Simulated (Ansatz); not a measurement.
# TiSn3O8: the cost of one run

Program: Ansatz 0.2.0. Level of theory: DFT PBE, scalar-relativistic, plane waves, PAW, unless a step names another level. These are calculated values, not measurements.

## (1) The system as given

The structure is orthorhombic, space group Cmmm (No. 65). Conventional cell: a = 6.751 Å, b = 6.763 Å, c = 6.360 Å, α = 90.00°, β = 90.00°, γ = 90.00°. Ti (site symmetry mmm) has 6 O at 1.99 to 2.00 Å as nearest neighbours. Sn (site symmetry mm2) has 6 O at 2.08 to 2.10 Å as nearest neighbours. Sn (site symmetry mmm) has 6 O at 2.07 to 2.10 Å as nearest neighbours. O (site symmetry 2mm) has 3 Sn at 2.07 to 2.08 Å as nearest neighbours. O (site symmetry 2mm) is surrounded by 1 Ti at 2.00 Å and 2 Sn at 2.08 Å. O (site symmetry m) is surrounded by 1 Ti at 1.99 Å and 2 Sn at 2.10 Å.

Structure file:

```
Ti Sn O
1.0
     3.37566   -3.38170    0.00000
     3.37566    3.38170    0.00000
     0.00000    0.00000    6.36027
Ti Sn O
1 3 8
Direct
  0.00000 0.00000 0.50000
  0.50000 0.50000 0.74529
  0.50000 0.50000 0.25471
  0.00000 0.00000 0.00000
  0.30618 0.30618 0.00000
  0.29697 0.29697 0.50000
  0.18961 0.81039 0.73836
  0.18961 0.81039 0.26164
  0.81039 0.18961 0.73836
  0.81039 0.18961 0.26164
  0.69382 0.69382 0.00000
  0.70303 0.70303 0.50000
```

It is the end of an earlier relaxation with the same method, from a generated guess; it needn't be the stable form of this composition. At a tolerance of 0.02 Å it has space group Cmmm (No. 65); it has 12.10 Å³/atom, an uncorrected energy of -1.94 eV/atom over the elements and, on its mesh, gap 1.76 eV.

## (2) Seeking the band edges over the whole zone

input.yaml

```yaml
crystal:
  lattice:
    - [3.375663772, -3.3817048354, 0.0]
    - [3.375663772, 3.3817048354, 0.0]
    - [0.0, 0.0, 6.3602747294]
  atoms:
    - { symbol: Ti, position: [0.0, 0.0, 0.5] }
    - { symbol: Sn, position: [0.5, 0.5, 0.7452924652] }
    - { symbol: Sn, position: [0.5, 0.5, 0.2547075348] }
    - { symbol: Sn, position: [0.0, 0.0, 0.0] }
    - { symbol: O, position: [0.306177038, 0.306177038, 0.0] }
    - { symbol: O, position: [0.296967515, 0.296967515, 0.5] }
    - { symbol: O, position: [0.1896142712, 0.8103857288, 0.7383647089] }
    - { symbol: O, position: [0.1896142712, 0.8103857288, 0.2616352911] }
    - { symbol: O, position: [0.8103857288, 0.1896142712, 0.7383647089] }
    - { symbol: O, position: [0.8103857288, 0.1896142712, 0.2616352911] }
    - { symbol: O, position: [0.693822962, 0.693822962, 0.0] }
    - { symbol: O, position: [0.703032485, 0.703032485, 0.5] }
basis:
  ecutwfc: 420
kpoints:
  mp_grid: { grid: [6, 6, 4] }
  band_path: { path: [VBM, CBM], npoints: 2 }
hamiltonian:
  xc: pbe
scf:
  occupations: { method: gaussian, width: 0.02 }
output:
  forces: false
  stress: false
  eigenvalues: true
checkpoint:
  read: start.run
  write: ck
  compress: false
  write_wavefunctions: false
  write_every: 100000
```

Run with:

```bash
$ ansatz run input.yaml --threads 4 --pin off --max-ram 8192MiB --backend cpu --events-out ev --progress --plain --runs-dir out
```

**Question.** How long does this run take on 4 threads of Arm Neoverse V1, shared host, and how much memory does it need?

About 16 s, with a peak of 0.66 GiB.
